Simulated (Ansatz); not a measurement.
# In2O3: a point defect seen from the nuclei (Y on an In site)

Wanted: the field gradients around Y on an In site in In2O3, cell charge 0, before and after the neighbours move. The cell is a supercell built from a structure deposited in the COD. Planned: a single point, then a relaxation, then a check of kind with algorithm.

Computed with Ansatz 0.2.0 (DFT, PBE, plane-wave PAW, default files, scalar-relativistic, as far as a step names no other, unless a step's input says otherwise).

## (1) The structure to begin with

It takes space group R3 (No. 146, trigonal). Conventional cell: a = 10.974 Å, b = 10.974 Å, c = 14.510 Å, α = 90.00°, β = 90.00°, γ = 120.00°. Y (site symmetry 3) is surrounded by 6 O at 2.12 to 2.26 Å. Around In (site symmetry 1) lie 6 O at 2.12 to 2.26 Å. In (site symmetry 3) is surrounded by 6 O at 2.12 to 2.26 Å. Only part of the 16 independent sites is listed.

Coordinates:

```
CELL_PARAMETERS angstrom
-5.48700 -3.16792 4.83667
5.48700 -3.16792 4.83667
0.00000 6.33584 4.83667
ATOMIC_POSITIONS crystal
Y 0.35731 0.35731 0.35731
In 0.85731 0.85731 0.35731
In 0.85731 0.35731 0.85731
In 0.35731 0.85731 0.85731
In 0.14269 0.14269 0.14269
In 0.64269 0.64269 0.14269
In 0.64269 0.14269 0.64269
In 0.14269 0.64269 0.64269
In 0.64269 0.64269 0.64269
In 0.14269 0.14269 0.64269
In 0.14269 0.64269 0.14269
In 0.64269 0.14269 0.14269
In 0.85731 0.85731 0.85731
In 0.35731 0.35731 0.85731
In 0.35731 0.85731 0.35731
In 0.85731 0.35731 0.35731
O 0.60100 0.39900 0.75000
O 0.10100 0.89900 0.75000
O 0.10100 0.39900 0.25000
O 0.60100 0.89900 0.25000
O 0.75000 0.60100 0.39900
O 0.25000 0.10100 0.39900
O 0.25000 0.60100 0.89900
O 0.75000 0.10100 0.89900
O 0.39900 0.75000 0.60100
O 0.89900 0.25000 0.60100
O 0.89900 0.75000 0.10100
O 0.39900 0.25000 0.10100
O 0.39900 0.60100 0.25000
O 0.89900 0.10100 0.25000
O 0.89900 0.60100 0.75000
O 0.39900 0.10100 0.75000
O 0.25000 0.39900 0.60100
O 0.75000 0.89900 0.60100
O 0.75000 0.39900 0.10100
O 0.25000 0.89900 0.10100
O 0.60100 0.25000 0.39900
O 0.10100 0.75000 0.39900
O 0.10100 0.25000 0.89900
O 0.60100 0.75000 0.89900
```

Atom 1 of the input is the impurity.

## (2) First run, atoms as given

input.yaml reads:

```yaml
crystal:
  lattice:
    - [-5.487, -3.167920927, 4.8366666667]
    - [5.487, -3.167920927, 4.8366666667]
    - [0.0, 6.335841854, 4.8366666667]
  atoms:
    - { symbol: "Y", position: [0.35731, 0.35731, 0.35731] }
    - { symbol: In, position: [0.85731, 0.85731, 0.35731] }
    - { symbol: In, position: [0.85731, 0.35731, 0.85731] }
    - { symbol: In, position: [0.35731, 0.85731, 0.85731] }
    - { symbol: In, position: [0.14269, 0.14269, 0.14269] }
    - { symbol: In, position: [0.64269, 0.64269, 0.14269] }
    - { symbol: In, position: [0.64269, 0.14269, 0.64269] }
    - { symbol: In, position: [0.14269, 0.64269, 0.64269] }
    - { symbol: In, position: [0.64269, 0.64269, 0.64269] }
    - { symbol: In, position: [0.14269, 0.14269, 0.64269] }
    - { symbol: In, position: [0.14269, 0.64269, 0.14269] }
    - { symbol: In, position: [0.64269, 0.14269, 0.14269] }
    - { symbol: In, position: [0.85731, 0.85731, 0.85731] }
    - { symbol: In, position: [0.35731, 0.35731, 0.85731] }
    - { symbol: In, position: [0.35731, 0.85731, 0.35731] }
    - { symbol: In, position: [0.85731, 0.35731, 0.35731] }
    - { symbol: O, position: [0.601, 0.399, 0.75] }
    - { symbol: O, position: [0.101, 0.899, 0.75] }
    - { symbol: O, position: [0.101, 0.399, 0.25] }
    - { symbol: O, position: [0.601, 0.899, 0.25] }
    - { symbol: O, position: [0.75, 0.601, 0.399] }
    - { symbol: O, position: [0.25, 0.101, 0.399] }
    - { symbol: O, position: [0.25, 0.601, 0.899] }
    - { symbol: O, position: [0.75, 0.101, 0.899] }
    - { symbol: O, position: [0.399, 0.75, 0.601] }
    - { symbol: O, position: [0.899, 0.25, 0.601] }
    - { symbol: O, position: [0.899, 0.75, 0.101] }
    - { symbol: O, position: [0.399, 0.25, 0.101] }
    - { symbol: O, position: [0.399, 0.601, 0.25] }
    - { symbol: O, position: [0.899, 0.101, 0.25] }
    - { symbol: O, position: [0.899, 0.601, 0.75] }
    - { symbol: O, position: [0.399, 0.101, 0.75] }
    - { symbol: O, position: [0.25, 0.399, 0.601] }
    - { symbol: O, position: [0.75, 0.899, 0.601] }
    - { symbol: O, position: [0.75, 0.399, 0.101] }
    - { symbol: O, position: [0.25, 0.899, 0.101] }
    - { symbol: O, position: [0.601, 0.25, 0.399] }
    - { symbol: O, position: [0.101, 0.75, 0.399] }
    - { symbol: O, position: [0.101, 0.25, 0.899] }
    - { symbol: O, position: [0.601, 0.75, 0.899] }
kpoints:
  mp_grid: { grid: [3, 3, 3] }
scf:
  occupations: { method: fermi_dirac, width: 0.01 }
hamiltonian:
  xc: pbe
  pseudopotentials: { kind: paw }
output:
  forces: true
  stress: true
  populations: true
  efg:
    quadrupole_moments_barn: { In: 0.772, O: -0.02558 }
    contact_densities: true
  write_density: true
  write_potential: true
  elf: true
  volumetric_format: npy
```

Run with:

```console
$ ansatz run input.yaml --threads 1 --pin off --max-ram 3072MiB --backend cpu --events-out ev --progress --plain --runs-dir out
```

The program printed:

```text
Warning: RAYON_NUM_THREADS=1 ignored (pool sized by the plan → 1); use --threads N
Y, In: output.efg is read without spin–orbit coupling, which moves field gradients at and beside such atoms by some per cent and up to a factor of two; PAW files take it under magnetization.noncollinear and magnetization.spin_orbit
Engine: ansatz 0.2.0, aarch64-unknown-linux-gnu
Pseudopotentials: kind: paw
Pseudopotential: Y, paw, valence charge 11, recommended cutoff 420 eV (normal), Y.paw.azcp
Pseudopotential: In, paw, valence charge 13, recommended cutoff 420 eV (normal), In.paw.azcp
Pseudopotential: O, paw, valence charge 6, recommended cutoff 420 eV (normal), O.paw.azcp
Functional definition: PBE
  parameter kappa = 0.804
  parameter beta = 0.06672455060314922
  exchange = pbe_x(kappa = kappa, mu = beta*pi^2/3)
  correlation = pbe_c(beta = beta)
Crystal: 40 atoms, lattice volume = 504.437 Å³
Basis set: ecut = 420 eV, 9899 PW (Γ), exchange–correlation on 108×108×108 points (8 copies of the dense FFT grid, shifted against one another)
Bands: 215, of which v1, the nominal top of the filled ones, is band 175 counted from 1 (174 counted from 0)
Symmetry: 3 space group operations
Space group: R3 (ITA 146), of the structure as read, at distance tolerance 8.0e-5 Å
k-points: 6 of 27 (time reversal used)
Non-local potential: Y, projectors of the file, l = 0: 3, l = 1: 2, l = 2: 2, l = 3: 1
Non-local potential: In, projectors of the file, l = 0: 2, l = 1: 2, l = 2: 2, l = 3: 2
Non-local potential: O, projectors of the file, l = 0: 2, l = 1: 2, l = 2: 1
PAW form: soft (Blöchl's): semilocal exchange-correlation on the pseudo side does not see the compensation charge
PAW one-centre angular grid: Y, 590 points (default); XC on 64 Gauss nodes
PAW one-centre angular grid: In, 590 points (default); XC on 64 Gauss nodes
PAW one-centre angular grid: O, 110 points (default); XC on 64 Gauss nodes
Initial density: superposition of atomic densities (neutral atoms: chi_scale 0, normalization atom), corrected by the library's trained network
Initial wavefunctions: pseudopotential atomic-orbital guess
Functional: x = pbe(κ = 0.804, μ = 0.2195149727645171), c = pbe(β = 0.06672455060314922)
SCF iter   1: F=—  HF=-101440.457407 eV  |F-HF|=—  |Δ(HF+E_count)|=         —  Δρ=1.24e-3  dr2=6.92e-3  ethr=1.77e-3  ⟨swp⟩=6.0  Hψ=5194  notcnv=0  defer=29
preconditioner: auto → Resta (q_TF=auto, 2.567 Å⁻¹)  ε∞=4.6  [insulator: Δε(μ)=1.555 eV  Ē_g=16.338 eV  σ=0.010 eV  W_gap=1.00  n_scr=152 (ndim 8)  ℏωp=30.8 eV  f_vac=0.019  D(μ)=0.00/eV (n_scr^D=0)  ε∞_Penn≈4.6]
SCF iter   2: F=—  HF=-101440.460219 eV  |F-HF|=—  |Δ(HF+E_count)|=   2.81e-3  Δρ=6.56e-4  dr2=1.57e-3  ethr=1.98e-6  ⟨swp⟩=2.0  Hψ=2561  notcnv=0  defer=211
SCF iter   3: F=—  HF=-101440.461494 eV  |F-HF|=—  |Δ(HF+E_count)|=   1.27e-3  Δρ=3.09e-4  dr2=5.36e-4  ethr=4.49e-7  ⟨swp⟩=2.0  Hψ=2151  notcnv=0  defer=211
[... 2 lines left out ...]
SCF iter   6: F=—  HF=-101440.463264 eV  |F-HF|=—  |Δ(HF+E_count)|=   7.30e-7  Δρ=1.37e-5  dr2=8.02e-7  ethr=3.21e-9  ⟨swp⟩=2.0  Hψ=2057  notcnv=0  defer=211
SCF iter   7: F=—  HF=-101440.463265 eV  |F-HF|=—  |Δ(HF+E_count)|=   6.35e-7  Δρ=8.11e-6  dr2=2.85e-7  ethr=2.29e-10  ⟨swp⟩=2.0  Hψ=2111  notcnv=0  defer=211
SCF iter   8: F=-101440.463265 eV  HF=-101440.463265 eV  |F-HF|=2.52e-8  |Δ(HF+E_count)|=   2.79e-8  Δρ=2.66e-6  dr2=3.05e-8  ethr=2.86e-11  ⟨swp⟩=13.2  Hψ=10474  notcnv=0
SCF 1 converged in 8 iterations: F = -101440.463265 eV  dr2 = 3.05e-8
SCF converged after 8 iterations
Free energy (F): -101440.463265 eV
Harris-Foulkes:  -101440.463265 eV  (|F-HF|=2.52e-8)
Internal energy: -101440.463265 eV  (E = F + TS)
E sigma→0 (E₀):  -101440.463265 eV
Fermi energy:    9.854157 eV
--- Per-component energies (eV) ---
[... 14 lines left out ...]
--- Forces (eV/Å), atoms counted from 1 ---
  atom   1  Y     -0.00000000     0.00000000     0.30939197
  atom   2  In     0.03615356    -0.02611507     0.04268810
  atom   3  In    -0.04069310    -0.01825237     0.04268810
  atom   4  In     0.00453953     0.04436744     0.04268810
[... 82 lines left out ...]
            electrostatic potential = -627.699455 V   contact ρ = 2157.931451 e/Å³
  atom  21  O  V_zz =    -4.453700   η = 0.5638   by run symmetry: allowed   C_q = +2.7547 MHz
            electrostatic potential = -627.667227 V   contact ρ = 2157.933804 e/Å³
  atom  22  O  V_zz =    -5.992095   η = 0.5684   by run symmetry: allowed   C_q = +3.7062 MHz
            electrostatic potential = -627.846810 V   contact ρ = 2157.387625 e/Å³
  atom  23  O  V_zz =    -4.563638   η = 0.4872   by run symmetry: allowed   C_q = +2.8227 MHz
            electrostatic potential = -627.699455 V   contact ρ = 2157.931451 e/Å³
  atom  24  O  V_zz =    -4.565254   η = 0.5383   by run symmetry: allowed   C_q = +2.8237 MHz
            electrostatic potential = -627.695244 V   contact ρ = 2157.938804 e/Å³
  atom  25  O  V_zz =    -4.453700   η = 0.5638   by run symmetry: allowed   C_q = +2.7547 MHz
            electrostatic potential = -627.667227 V   contact ρ = 2157.933804 e/Å³
  atom  26  O  V_zz =    -4.563638   η = 0.4872   by run symmetry: allowed   C_q = +2.8227 MHz
            electrostatic potential = -627.699455 V   contact ρ = 2157.931451 e/Å³
  atom  27  O  V_zz =    -4.565254   η = 0.5383   by run symmetry: allowed   C_q = +2.8237 MHz
            electrostatic potential = -627.695244 V   contact ρ = 2157.938804 e/Å³
  atom  28  O  V_zz =    -5.992095   η = 0.5684   by run symmetry: allowed   C_q = +3.7062 MHz
            electrostatic potential = -627.846810 V   contact ρ = 2157.387625 e/Å³
  atom  29  O  V_zz =    +4.871086   η = 0.8704   by run symmetry: allowed   C_q = -3.0129 MHz
            electrostatic potential = -628.029470 V   contact ρ = 2157.600849 e/Å³
  atom  30  O  V_zz =    -4.540025   η = 0.5683   by run symmetry: allowed   C_q = +2.8081 MHz
            electrostatic potential = -627.723469 V   contact ρ = 2157.949847 e/Å³
  atom  31  O  V_zz =    -4.502627   η = 0.5680   by run symmetry: allowed   C_q = +2.7850 MHz
            electrostatic potential = -627.698068 V   contact ρ = 2157.932477 e/Å³
  atom  32  O  V_zz =    -4.610808   η = 0.5641   by run symmetry: allowed   C_q = +2.8519 MHz
            electrostatic potential = -627.687247 V   contact ρ = 2157.931301 e/Å³
  atom  33  O  V_zz =    +4.871086   η = 0.8704   by run symmetry: allowed   C_q = -3.0129 MHz
            electrostatic potential = -628.029470 V   contact ρ = 2157.600849 e/Å³
  atom  34  O  V_zz =    -4.502627   η = 0.5680   by run symmetry: allowed   C_q = +2.7850 MHz
            electrostatic potential = -627.698068 V   contact ρ = 2157.932477 e/Å³
  atom  35  O  V_zz =    -4.610808   η = 0.5641   by run symmetry: allowed   C_q = +2.8519 MHz
            electrostatic potential = -627.687247 V   contact ρ = 2157.931301 e/Å³
  atom  36  O  V_zz =    -4.540025   η = 0.5683   by run symmetry: allowed   C_q = +2.8081 MHz
            electrostatic potential = -627.723469 V   contact ρ = 2157.949847 e/Å³
  atom  37  O  V_zz =    +4.871086   η = 0.8704   by run symmetry: allowed   C_q = -3.0129 MHz
            electrostatic potential = -628.029470 V   contact ρ = 2157.600849 e/Å³
  atom  38  O  V_zz =    -4.610808   η = 0.5641   by run symmetry: allowed   C_q = +2.8519 MHz
            electrostatic potential = -627.687247 V   contact ρ = 2157.931301 e/Å³
  atom  39  O  V_zz =    -4.540025   η = 0.5683   by run symmetry: allowed   C_q = +2.8081 MHz
            electrostatic potential = -627.723469 V   contact ρ = 2157.949847 e/Å³
  atom  40  O  V_zz =    -4.502627   η = 0.5680   by run symmetry: allowed   C_q = +2.7850 MHz
            electrostatic potential = -627.698068 V   contact ρ = 2157.932477 e/Å³
--- Band table (eV; the first three rows and the last of 6) ---
[... 4 lines left out ...]
--- Löwdin populations: 40 sites ---
  site symbol       q [e]
     0      Y      9.8608
     1     In     11.8185
     2     In     11.8185
     3     In     11.8185
     4     In     11.8253
     5     In     11.8262
     6     In     11.8262
     7     In     11.8262
     8     In     11.8256
     9     In     11.8248
    10     In     11.8248
    11     In     11.8248
    12     In     11.8200
    13     In     11.8245
    14     In     11.8245
    15     In     11.8245
    16      O      6.7441
    17      O      6.7438
    18      O      6.7268
    19      O      6.7442
    20      O      6.7441
    21      O      6.7268
    22      O      6.7442
    23      O      6.7438
    24      O      6.7441
    25      O      6.7442
    26      O      6.7438
    27      O      6.7268
    28      O      6.7145
    29      O      6.7440
    30      O      6.7436
    31      O      6.7447
    32      O      6.7145
    33      O      6.7436
    34      O      6.7447
    35      O      6.7440
    36      O      6.7145
    37      O      6.7447
    38      O      6.7440
    39      O      6.7436
  spilling = 0.003054 (of n_electrons = 350.000000)
```

It took 2.2 min on 1 thread of Arm Neoverse V2, shared host; peak memory 1.2 GiB.

At the end: gap on the mesh 1.56 eV, largest force 1.151 eV/Å, pressure 10.0 GPa.

Like atoms gathered into sites: 11 of 16, those nearest the defect, the farthest of each element and the two largest gradients.

| site | atoms | distance from the defect (Å) | V_zz (10²¹ V/m²) | η | C_Q (MHz) |
| --- | --- | --- | --- | --- | --- |
| Y | 1 | 0.00 | 5.78 | 0.00 | – |
| O29 | 29, 33, 37 | 2.12 | 4.87 | 0.87 | -3.01 (¹⁷O) |
| O19 | 19, 22, 28 | 2.26 | -5.99 | 0.57 | 3.71 (¹⁷O) |
| In5 | 5 | 3.11 | 4.58 | 0.00 | 85.4 (¹¹⁵In) |
| In10 | 10, 11, 12 | 3.24 | 4.73 | 0.01 | 88.4 (¹¹⁵In) |
| In6 | 6, 7, 8 | 3.61 | 4.97 | 0.08 | 92.8 (¹¹⁵In) |
| O32 | 32, 35, 38 | 3.67 | -4.61 | 0.56 | 2.85 (¹⁷O) |
| O17 | 17, 21, 25 | 3.81 | -4.45 | 0.56 | 2.75 (¹⁷O) |
| In14 | 14, 15, 16 | 3.99 | 4.88 | 0.13 | 91.1 (¹¹⁵In) |
| O18 | 18, 24, 27 | 5.12 | -4.57 | 0.54 | 2.82 (¹⁷O) |
| In13 | 13 | 6.78 | 4.83 | 0.00 | 90.1 (¹¹⁵In) |

V_zz is the principal component of the electric field gradient with the largest magnitude, η = (V_xx − V_yy)/V_zz and C_Q = eQV_zz/h. Nuclear quadrupole moments: year-2017 set (Pyykkö). A dash under C_Q marks elements without a common quadrupolar isotope.

Direction of the V_zz axis (Cartesian unit vector):

| site | atom | x | y | z |
| --- | --- | --- | --- | --- |
| Y | 1 | 0.00 | 0.00 | 1.00 |
| In2 | 2 | 0.00 | 0.00 | 1.00 |
| In5 | 5 | 0.00 | 0.00 | 1.00 |
| In6 | 6 | 0.01 | 0.00 | 1.00 |
| In9 | 9 | 0.00 | 0.00 | 1.00 |
| In10 | 10 | -0.02 | 0.00 | 1.00 |
| In13 | 13 | 0.00 | 0.00 | 1.00 |
| In14 | 14 | 0.03 | 0.00 | 1.00 |
| O17 | 17 | 0.01 | 0.61 | 0.79 |
| O18 | 18 | 0.00 | 0.61 | 0.80 |

Density in a lattice plane of the grid's cell (edges 7.97 and 7.97 Å, at 0.357 of the third edge), which holds Y and In.

Ten even steps from ' ' (0.04 e/Å³) to '@' (11.71 e/Å³):
```
                ....                    ....    
              ::++**::                ::++**::  
              --@@@@==..              --@@@@==..
              ..--==::    ..::::      ..--==::  
                          ..----..              
                            ..::                
          ..::..                                
          ::==::                                
          ..::..                                
                                                
                ....                    ....    
              ::----::                ::++**::  
              ::--::::..              --@@@@==..
  ..::::      ..::::..                ..--==::  
  ..----..                                      
    ..::                                        
                                  ..::..        
                                  ::==::        
                                  ..::..        
                                                
```
Columns run along the first of these edges and rows up along the second, over one cell in 24 and 20 even steps from the bottom left corner. Atoms in the plane (fractional): Y at (0.36, 0.36), In at (0.86, 0.86), In at (0.36, 0.86), In at (0.86, 0.36).

ELF in the same plane.

Values, 12 rows by 12 columns:
```
0.21 0.72 0.46 0.20 0.08 0.19 0.11 0.15 0.08 0.19 0.07 0.19
0.14 0.55 0.31 0.22 0.01 0.07 0.20 0.77 0.60 0.20 0.01 0.07
0.08 0.05 0.07 0.13 0.20 0.19 0.56 0.69 0.81 0.12 0.22 0.20
0.13 0.07 0.65 0.81 0.59 0.08 0.33 0.77 0.64 0.06 0.32 0.46
0.28 0.09 0.76 0.69 0.80 0.17 0.03 0.09 0.07 0.05 0.55 0.72
0.13 0.03 0.38 0.52 0.16 0.07 0.10 0.31 0.13 0.08 0.14 0.21
0.11 0.16 0.05 0.47 0.82 0.84 0.14 0.75 0.44 0.20 0.07 0.19
0.20 0.78 0.59 0.60 0.67 0.83 0.12 0.60 0.31 0.22 0.01 0.07
0.58 0.68 0.82 0.09 0.64 0.54 0.03 0.06 0.06 0.12 0.20 0.19
0.36 0.77 0.64 0.06 0.29 0.44 0.14 0.08 0.64 0.81 0.60 0.08
0.03 0.09 0.07 0.06 0.57 0.72 0.29 0.09 0.77 0.69 0.77 0.14
0.13 0.28 0.13 0.08 0.14 0.21 0.12 0.03 0.33 0.56 0.20 0.11
```
Columns run along the first of these edges and rows up along the second, over one cell in 12 and 12 even steps from the bottom left corner. Atoms in the plane (fractional): Y at (0.36, 0.36), In at (0.86, 0.86), In at (0.36, 0.86), In at (0.86, 0.36).

Both are smooth fields of the valence electrons: close to the nuclei they are not physical.

The highest ELF values outside the cores: 0.85 in the shell around O, 0.6 Å from O.

(Part 1 of 3 ends here.)
